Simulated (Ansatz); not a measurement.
**GaSiH5: basis-set convergence**

One table from this session's results is given with a row withheld; the runs are named, their logs left out.

Method: one geometry, several basis sets; program: Ansatz 0.2.0, Gaussian basis.

The runs, in order: PBE0-D4/def2-SVP; ωB97M-V/def2-SVP; PBE0-D4/def2-QZVPP; ωB97M-V/def2-QZVPP; the functionals' def2-TZVPP values are taken from earlier runs.

## The geometry

An earlier PBE0-D4 in a triple-zeta def2 set relaxation fixed the geometry.

SMILES `[SiH3][GaH2]`, 7 atoms, charge 0, spin multiplicity 1.

Atoms are counted from 1 here; the program's logs count them from 0.

Bond lengths: Si1–Ga2 2.414 Å, Si1–H3 1.490 Å, Si1–H4 1.489 Å, Si1–H5 1.492 Å, Ga2–H6 1.573 Å, Ga2–H7 1.573 Å. Angles: Ga2–Si1–H3 111.6°, Ga2–Si1–H4 113.0°, Ga2–Si1–H5 109.0°, H3–Si1–H4 108.1°, H3–Si1–H5 107.4°, H4–Si1–H5 107.6°, Si1–Ga2–H6 120.2°, Si1–Ga2–H7 121.6°, H6–Ga2–H7 118.2°.

Set-up of the first run:

in.yaml

```yaml
crystal:
  periodic: [false, false, false]
  atoms:
    - {symbol: Si, position_ang: [-0.750879, -0.476848, -0.529341]}
    - {symbol: Ga, position_ang: [1.011658, 0.601987, 0.718753]}
    - {symbol: H, position_ang: [-1.945445, -0.735977, 0.322578]}
    - {symbol: H, position_ang: [-0.326303, -1.768190, -1.136145]}
    - {symbol: H, position_ang: [-1.181506, 0.423978, -1.638447]}
    - {symbol: H, position_ang: [0.671627, 1.749357, 1.739853]}
    - {symbol: H, position_ang: [2.520856, 0.205693, 0.522739]}
basis:
  gaussian: {orbitals: def2-SVP}
hamiltonian: {xc: pbe0, dispersion: d4}
output: {orbitals: {seedname: orbitals}}
```

Steps of the session up to this table: PBE0-D4 in def2-SVP; ωB97M-V in def2-SVP; PBE0-D4 in def2-QZVPP; ωB97M-V in def2-QZVPP.

One table of the session follows, with a row left open; its other results are not shown here.

It belongs to the step «Functionals by basis». 

| functional | basis | HOMO (eV) | LUMO (eV) |
| --- | --- | --- | --- |
| PBE0-D4 | def2-SVP | -7.65 | -2.14 |
| PBE0-D4 | def2-TZVPP | -7.64 | -2.15 |
| PBE0-D4 | def2-QZVPP | -7.64 | -2.16 |
| ωB97M-V | def2-SVP | ? | ? |
| ωB97M-V | def2-TZVPP | -9.66 | -0.42 |
| ωB97M-V | def2-QZVPP | -9.66 | -0.52 |

Estimate the missing values for ωB97M-V, def2-SVP.

The run gave: HOMO (eV): -9.64; LUMO (eV): -0.38. In the column «HOMO (eV)» it lies between ωB97M-V, def2-QZVPP (-9.66) and PBE0-D4, def2-SVP (-7.65).
